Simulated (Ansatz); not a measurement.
# Sc2AlP3: the cost of one run

Program: Ansatz 0.2.0. Level of theory: DFT PBE, scalar-relativistic, plane waves, PAW. These are calculated values, not measurements.

**1. The system as given**

Symmetry: P-6m2, No. 187, hexagonal system. Conventional cell: a = 4.051 Å, b = 4.051 Å, c = 7.572 Å, α = 90.00°, β = 90.00°, γ = 120.00°. Sc (site symmetry 3m) has 3 Al at 2.94 Å and 9 P at 2.94 to 3.08 Å as nearest neighbours. Al (site symmetry -6m2) has 3 P at 2.34 Å as nearest neighbours. Around P (site symmetry -6m2) lie 3 P at 2.34 Å and 6 Sc at 3.08 Å. Around P (site symmetry -6m2) lie 3 Al at 2.34 Å and 6 Sc at 2.94 Å.

As a file:

```
Sc Al P
1.0
     4.05101    0.00000    0.00000
    -2.02551    3.50828    0.00000
     0.00000    0.00000    7.57164
Sc Al P
2 1 3
Direct
  0.66667 0.33333 0.23545
  0.66667 0.33333 0.76455
  0.00000 0.00000 0.00000
  0.00000 0.00000 0.50000
  0.33333 0.66667 0.00000
  0.33333 0.66667 0.50000
```

The cell is invented: species swapped into a database cell of Ce2NiGe3 (P-6m2, No. 187), with Sc on the Ce sites, Al on the Ni sites and P on the Ge sites. Its size is a rough estimate.

**2. Probe: one point on a coarse mesh**

The input, input.yaml:

```yaml
crystal:
  lattice:
    - [4.05101389, 0.0, 0.0]
    - [-2.02550694, 3.50828094, 0.0]
    - [0.0, 0.0, 7.57163619]
  atoms:
    - { symbol: Sc, position: [0.66666667, 0.33333333, 0.23545399] }
    - { symbol: Sc, position: [0.66666667, 0.33333333, 0.76454601] }
    - { symbol: Al, position: [0.0, 0.0, 0.0] }
    - { symbol: P, position: [0.0, 0.0, 0.5] }
    - { symbol: P, position: [0.33333333, 0.66666667, 0.0] }
    - { symbol: P, position: [0.33333333, 0.66666667, 0.5] }
basis:
  ecutwfc: 420
kpoints:
  mp_grid: { grid: [6, 6, 2] }
hamiltonian:
  xc: pbe
scf:
  occupations: { method: gaussian, width: 0.1 }
  lower_state_search: "off"
output:
  forces: true
  stress: true
  eigenvalues: true
```

Launch:

```
ansatz run input.yaml --threads 1 --pin off --max-ram 2560MiB --backend cpu --events-out ev --progress --plain --runs-dir out
```

Q: Estimate wall time and peak memory on 1 thread of Intel Xeon at 2.70GHz, shared host.

About 3.4 s, with a peak of 0.36 GiB.
